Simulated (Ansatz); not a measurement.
## BH5OSSi, SMILES B[SiH](O)S: a single point in a Gaussian basis, step by step

Program: Ansatz 0.2.0, Python API.

The cells in order, each with its output:

In [1]:
```python
import warnings

import ansatz as az
from ase import Atoms
```

In [2]:
```python
warnings.simplefilter('ignore', az.DeckWarning)
```

In [3]:
```python
atoms = Atoms(['B', 'Si', 'O', 'S', 'H', 'H', 'H', 'H', 'H'], positions=[
    (-0.4043, 1.4399, 0.0577),
    (0.2644, -0.3121, 0.1973),
    (-0.2921, -1.0101, 1.6586),
    (-0.3461, -1.4883, -1.4545),
    (-1.1517, 1.757, -0.8803),
    (-0.1898, 2.3131, 0.8602),
    (1.764, -0.2455, 0.1836),
    (0.2442, -1.868, 1.7065),
    (0.1997, -0.6323, -2.3462),
])
bh5ossi = az.Crystal.molecule_from_ase(atoms)
```

In [4]:
```python
setup = (
    bh5ossi.calculation()
    .basis(gaussian='cc-pVDZ')
    .functional('r2scan')
)
print(setup.to_yaml())
trace = []
outcome = setup.session().plan().execute(on_event=trace.append)
summary = outcome.report

sorted(key for key in summary if key.endswith('_ev'))
```
```text
crystal:
  periodic: [false, false, false]
  atoms:
    - { symbol: B, position_ang: [-0.4043, 1.4399, 0.0577] }
    - { symbol: Si, position_ang: [0.2644, -0.3121, 0.1973] }
    - { symbol: O, position_ang: [-0.2921, -1.0101, 1.6586] }
    - { symbol: S, position_ang: [-0.3461, -1.4883, -1.4545] }
    - { symbol: H, position_ang: [-1.1517, 1.757, -0.8803] }
    - { symbol: H, position_ang: [-0.1898, 2.3131, 0.8602] }
    - { symbol: H, position_ang: [1.764, -0.2455, 0.1836] }
    - { symbol: H, position_ang: [0.2442, -1.868, 1.7065] }
    - { symbol: H, position_ang: [0.1997, -0.6323, -2.3462] }
basis:
  gaussian:
    orbitals: cc-pVDZ
hamiltonian:
  xc: r2scan
```
Out [4]:
```text
['free_energy_ev', 'reference_energy_ev']
```

In [5]:
```python
type(outcome).__name__, type(summary).__name__
```
Out [5]:
```text
('RunOutcome', 'dict')
```

In [6]:
```python
for event in trace:
    if event['event'] == 'mean_field_evaluation' and event['data']['evaluation'] <= 25:
        print('pass {evaluation:3d}  E = {energy_ev:.6f} eV  gradient {gradient_ev:.1e}'.format(**event['data']))
```
```text
pass   1  E = -21510.601912 eV  gradient 4.8e+01
pass   2  E = -21495.871365 eV  gradient 9.8e+01
pass   3  E = -21514.692237 eV  gradient 1.1e+01
pass   4  E = -21515.047681 eV  gradient 2.9e+00
pass   5  E = -21515.072943 eV  gradient 6.5e-01
pass   6  E = -21515.074260 eV  gradient 2.0e-01
pass   7  E = -21515.072902 eV  gradient 2.1e-01
pass   8  E = -21515.073026 eV  gradient 6.0e-02
pass   9  E = -21515.027170 eV  gradient 9.1e-02
pass  10  E = -21515.027189 eV  gradient 2.5e-02
pass  11  E = -21515.027191 eV  gradient 1.6e-02
pass  12  E = -21515.027192 eV  gradient 1.8e-03
pass  13  E = -21515.027192 eV  gradient 3.9e-04
pass  14  E = -21515.027192 eV  gradient 4.1e-04
pass  15  E = -21515.027192 eV  gradient 1.3e-04
pass  16  E = -21515.027192 eV  gradient 4.2e-05
pass  17  E = -21515.027192 eV  gradient 4.2e-05
```

In [7]:
```python
for key in ('converged', 'free_energy_ev', 'reference_energy_ev', 'n_frozen', 'n_occupied', 'n_virtual'):
    print(f'{key:22s} {summary[key]}')
```
```text
converged              True
free_energy_ev         -21515.027201566703
reference_energy_ev    -21515.027201566703
n_frozen               0
n_occupied             [24, 24]
n_virtual              [65, 65]
```

Caveats:
- Total energies depend on the basis set; only differences at equal settings carry meaning.
- The geometry is a force-field or estimated start, not a minimum of this method, and the basis set is short of its limit.
- Early passes use coarser integrals and grids, so their energies can't be compared with the last.
- Run time: 4.2 s on 1 thread of AMD EPYC 7R43 64-Core Processor (Zen 3) (shared host), peak memory 0.22 GiB.

(Lines on the test bed's own set-up are left out of the output.)
